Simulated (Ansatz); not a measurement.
# C2H9FO3Si2: the cost of one run

All numbers below are computed with Ansatz 0.2.0 (RKS PBE-D4/STO-3G).

## (1) The system as given

Bond lengths (14 of 16 bonds, heavy atoms first): Si1–O2 1.680 Å, O2–Si3 1.680 Å, Si1–F7 1.590 Å, Si1–O8 1.679 Å, O8–C9 1.420 Å, Si1–O13 1.679 Å, O13–C14 1.420 Å, Si3–H4 1.460 Å, Si3–H5 1.460 Å, Si3–H6 1.460 Å, C9–H10 1.110 Å, C9–H11 1.110 Å, C9–H12 1.110 Å, C14–H15 1.110 Å. Angles (14 of 27 angles, heavy atoms first): Si1–O2–Si3 125.0°, O2–Si1–F7 109.5°, O2–Si1–O8 109.5°, O2–Si1–O13 109.5°, F7–Si1–O8 109.5°, F7–Si1–O13 109.5°, O8–Si1–O13 109.5°, Si1–O8–C9 125.0°, Si1–O13–C14 125.0°, O2–Si3–H4 109.5°, O2–Si3–H5 109.5°, O2–Si3–H6 109.5°, O8–C9–H10 109.5°, O8–C9–H11 109.5°.

Coordinates:

```xyz
17

Si    0.0000    0.0000    0.0000
O     0.0000    0.0000    1.6800
Si   -1.3147   -0.4067    2.6436
H    -2.2390   -1.2403    1.8804
H    -0.8506   -1.1432    3.8157
H    -1.9987    0.8095    3.0733
F     1.4994    0.0000   -0.5295
O    -0.7913    1.3709   -0.5594
C    -2.1512    1.4177   -0.9653
H    -2.7687    0.8215   -0.2614
H    -2.5023    2.4707   -0.9639
H    -2.2473    0.9975   -1.9882
O    -0.7913   -1.3709   -0.5594
C    -1.5365   -2.2685    0.2501
H    -1.2251   -2.1576    1.3097
H    -2.6187   -2.0400    0.1571
H    -1.3490   -3.3106   -0.0830
```

## (2) Preparing the start

input.yaml

```yaml
crystal:
  periodic: [false, false, false]
  atoms:
    - { symbol: Si, position_ang: [0.0, 0.0, 0.0] }
    - { symbol: O, position_ang: [0.0, 0.0, 1.68] }
    - { symbol: Si, position_ang: [-1.3147, -0.4067, 2.6436] }
    - { symbol: H, position_ang: [-2.239, -1.2403, 1.8804] }
    - { symbol: H, position_ang: [-0.8506, -1.1432, 3.8157] }
    - { symbol: H, position_ang: [-1.9987, 0.8095, 3.0733] }
    - { symbol: F, position_ang: [1.4994, 0.0, -0.5295] }
    - { symbol: O, position_ang: [-0.7913, 1.3709, -0.5594] }
    - { symbol: C, position_ang: [-2.1512, 1.4177, -0.9653] }
    - { symbol: H, position_ang: [-2.7687, 0.8215, -0.2614] }
    - { symbol: H, position_ang: [-2.5023, 2.4707, -0.9639] }
    - { symbol: H, position_ang: [-2.2473, 0.9975, -1.9882] }
    - { symbol: O, position_ang: [-0.7913, -1.3709, -0.5594] }
    - { symbol: C, position_ang: [-1.5365, -2.2685, 0.2501] }
    - { symbol: H, position_ang: [-1.2251, -2.1576, 1.3097] }
    - { symbol: H, position_ang: [-2.6187, -2.04, 0.1571] }
    - { symbol: H, position_ang: [-1.349, -3.3106, -0.083] }
basis:
  gaussian: { orbitals: STO-3G }
hamiltonian:
  xc: pbe
  dispersion: d4
relax:
  f_tol: 0.02
  max_steps: 40
```

The run is started by

```
$ ansatz run input.yaml --threads 1 --pin off --max-ram 2048MiB --backend cpu --events-out ev --progress --plain --runs-dir out
```

What time and memory should one allow on 1 thread of Arm Neoverse V1, shared host?

About 2.2 min, with a peak of 0.17 GiB.
